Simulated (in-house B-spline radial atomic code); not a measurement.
# Er³⁵⁺: ionisation energy by several methods

Aim: the ionisation energy of Er³⁵⁺ by several methods, each as the difference of two self-consistent energies (Er³⁵⁺ and the next ion, [Ar] 3d10 4s2 4p2).

The numbers are computed with in-house B-spline radial atomic code version 1 (scalar-relativistic (X2C), several functionals, spin-polarised, exact exchange averaged over the configuration; spherical all-electron atom at the radial basis limit), except any that are marked as measured or tabulated.

**1. The atom as given**

| Item | Value |
| --- | --- |
| element | erbium (Z = 68) |
| charge | +35 |
| electrons | 33 |
| configuration | [Ar] 3d10 4s2 4p3 |
| nucleus | Fermi, rms radius 5.252 fm |

Outer shells as boxes (Hund's rule):

[Ar] 3d10 4s2 4p3
```
[Ar] core
3d [↑↓][↑↓][↑↓][↑↓][↑↓]
4s [↑↓]
4p [↑ ][↑ ][↑ ]
```

Where spins are not typed, each open shell is filled with up spins first.

**2. CAM-B3LYP, a range-separated hybrid**

Settings, as recorded:

```ini
Z = 68
electrons = 33.0
configuration = [Ar] 3d10 4s2 4p3
hamiltonian = x2c
method = camb3lyp
spin_polarised = True
nucleus = fermi
rms_radius = 5.2516
mass_number = 166
atomic_mass = 165.930301067
speed_of_light = 137.035999084
exact_exchange = averaged over the configuration
```

The run is started by

```bash
> python run_scf.py task.json out
```

One command runs all members of the session, one after another, from task.json.

**3. TPSSh, a global hybrid**

Changes to the settings of step 2:

```diff
@@ -4,3 +4,3 @@
 hamiltonian = x2c
-method = camb3lyp
+method = tpssh
 spin_polarised = True
```

**4. B97-1, a global hybrid**

Changes to the settings of step 3:

```diff
@@ -4,3 +4,3 @@
 hamiltonian = x2c
-method = tpssh
+method = b97_1
 spin_polarised = True
```

**Question.** The tabulated ionisation energy is 1516 ± 5 eV (tabulated theoretical; NIST Atomic Spectra Database). What does each method give, and which comes nearest?

As calculated:

| method | rung | total energy (hartree) | ΔSCF (eV) | −ε highest (eV) | ΔSCF less tabulated (eV) |
| --- | --- | --- | --- | --- | --- |
| TPSSh | global hybrid | -12380.7035 | 1543.74 | 1522.32 (4p up) | +27.74 |
| B97-1 | global hybrid | -12380.7824 | 1543.54 | 1524.65 (4p up) | +27.54 |
| CAM-B3LYP | range-separated hybrid | -12381.6822 | 1543.50 | 1526.29 (4p up) | +27.50 |

What this shows: The tabulated ionisation energy is 1516 ± 5 eV (tabulated theoretical; NIST Atomic Spectra Database). CAM-B3LYP comes nearest (+27.50 eV) and TPSSh is farthest (+27.74 eV, 1.8 %). All methods miss on the same side by much the same amount, which points to something that they share. Relativistic terms that these runs lack can be as large as the gaps between close methods, so the nearest may be so by luck. Spin-orbit coupling is left out. Open shells are averaged (over orientations, and over spins where the run is restricted), while tables refer to the lowest levels.
